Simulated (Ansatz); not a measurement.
**SiBr2F2: basis-set convergence**

One table from this session's results is given with a row withheld; the runs are named, their logs left out.

Computed with Ansatz 0.2.0, Gaussian basis. Level: one geometry, several basis sets.

Levels to be run: PBE0-D4/def2-SVP; ωB97M-V/def2-SVP; PBE0-D4/def2-QZVPP; ωB97M-V/def2-QZVPP; the functionals' def2-TZVPP values are taken from earlier runs.

## Structure used throughout

The geometry comes from an earlier relaxation with PBE0-D4 in a triple-zeta def2 set; it is a stationary point.

SMILES `F[Si](F)(Br)Br`, 5 atoms, charge 0, spin multiplicity 1.

Atoms are counted from 1 here; the program's logs count them from 0.

Bond lengths: F1–Si2 1.573 Å, Si2–F3 1.573 Å, Si2–Br4 2.174 Å, Si2–Br5 2.174 Å. Angles: F1–Si2–F3 107.4°, F1–Si2–Br4 109.2°, F1–Si2–Br5 109.2°, F3–Si2–Br4 109.2°, F3–Si2–Br5 109.2°, Br4–Si2–Br5 112.5°.

The first run:

in.yaml reads:

```yaml
crystal:
  periodic: [false, false, false]
  atoms:
    - {symbol: F, position_ang: [1.354180, -0.946026, -0.143233]}
    - {symbol: Si, position_ang: [0.048932, -0.092011, 0.060367]}
    - {symbol: F, position_ang: [-0.599571, -0.540742, 1.421451]}
    - {symbol: Br, position_ang: [-1.336542, -0.506429, -1.562346]}
    - {symbol: Br, position_ang: [0.582902, 2.011408, 0.182360]}
basis:
  gaussian: {orbitals: def2-SVP}
hamiltonian: {xc: pbe0, dispersion: d4}
output: {orbitals: {seedname: orbitals}}
```

Started as:

```console
ansatz run in.yaml --threads 4 --pin off --events-out ev --progress --plain --max-ram 10444MiB
```

Among the steps run: PBE0-D4 in def2-SVP; ωB97M-V in def2-SVP; PBE0-D4 in def2-QZVPP; ωB97M-V in def2-QZVPP.

One table of the session follows, with a row left open; its other results are not shown here.

It belongs to the step «Density functionals: the series». 

| functional | basis | HOMO (eV) |
| --- | --- | --- |
| PBE0-D4 | def2-SVP | -9.00 |
| PBE0-D4 | def2-TZVPP | -9.07 |
| PBE0-D4 | def2-QZVPP | -9.09 |
| ωB97M-V | def2-SVP | ? |
| ωB97M-V | def2-TZVPP | -11.26 |
| ωB97M-V | def2-QZVPP | -11.27 |

**Question.** Estimate the row for ωB97M-V, def2-SVP.

**Answer.** HOMO (eV): -11.16. In the column «HOMO (eV)» it lies between ωB97M-V, def2-TZVPP (-11.26) and PBE0-D4, def2-QZVPP (-9.09).
